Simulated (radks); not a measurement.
**The first electron to leave Ge⁹⁺**

Ge⁹⁺ stands in [Ar] 3d5. From which sub-shell is an electron easiest to take? Each removal is a run of its own. The parent's configuration is the lowest that an earlier search found at this level.

Program: radks (a radial shooting solver on a logarithmic mesh, Libxc functionals) version 1. Level of theory: non-relativistic Kohn-Sham, PBE, spin-polarised, spherical densities, point nucleus; open shells are filled with parallel spins first. These are calculated values, not measurements, unless marked.

1 further run of the same task is left out (set aside as unsound or not needed).

**1. Starting point**

- element: germanium (Z = 32)
- charge: +9
- electrons: 23
- configuration: [Ar] 3d5

The outer shells:

Ge⁹⁺
```
[Ar] core
3d [↑ ][↑ ][↑ ][↑ ][↑ ]
```

**2. The parent, Ge⁹⁺**

The parent was computed earlier with the same settings: E = -2045.595287 hartree. Its outer levels (eV):

| level | occupation | energy (eV) |
| --- | --- | --- |
| 2p up | 3 | -1419.5 |
| 2p down | 3 | -1415.2 |
| 3s up | 1 | -369.72 |
| 3s down | 1 | -360.73 |
| 3p up | 3 | -320.31 |
| 3p down | 3 | -311.25 |
| 3d up | 5 | -235.35 |
| 3d down | 0 | -225.58 |

**3. Remove 3d: [Ar] 3d4**

Input:

```text
Z 32
configuration [Ar] 3d4
relativity non-relativistic
functional pbe,pbe
spin polarised
nucleus point
```

**4. Remove 3p: [Ne] 3s2 3p5 3d5**

Input:

```text
Z 32
configuration [Ne] 3s2 3p5 3d5
relativity non-relativistic
functional pbe,pbe
spin polarised
nucleus point
```

**5. Remove 3s: [Ne] 3s1 3p6 3d5**

Input:

```text
Z 32
configuration [Ne] 3s1 3p6 3d5
relativity non-relativistic
functional pbe,pbe
spin polarised
nucleus point
```

**6. Remove 2p: [He] 2s2 2p5 3s2 3p6 3d5**

Input:

```text
Z 32
configuration [He] 2s2 2p5 3s2 3p6 3d5
relativity non-relativistic
functional pbe,pbe
spin polarised
nucleus point
```

Q: Predict the outcome of this session. Wanted: for each run, case; final configuration; Δ-SCF; −ε of the level emptied.

The runs gave:

| case | final configuration | Δ-SCF (eV) | −ε of the level emptied (eV) |
| --- | --- | --- | --- |
| remove 3d | [Ar] 3d4 | 253.15 | 235.35 |
| remove 3p | [Ne] 3s2 3p5 3d5 | 327.78 | 311.25 |
| remove 3s | [Ne] 3s1 3p6 3d5 | 377.22 | 360.73 |
| remove 2p | [He] 2s2 2p5 3s2 3p6 3d5 | 1460.5 | 1415.2 |

In words: Removal from 3d costs least (253.15 eV), ahead of 3p (327.78 eV). 3d is also the highest occupied level of the parent. NIST lists 252 eV (theoretical), between the same two configurations. Open shells are spherical and high-spin; term and fine-structure splittings are not resolved.
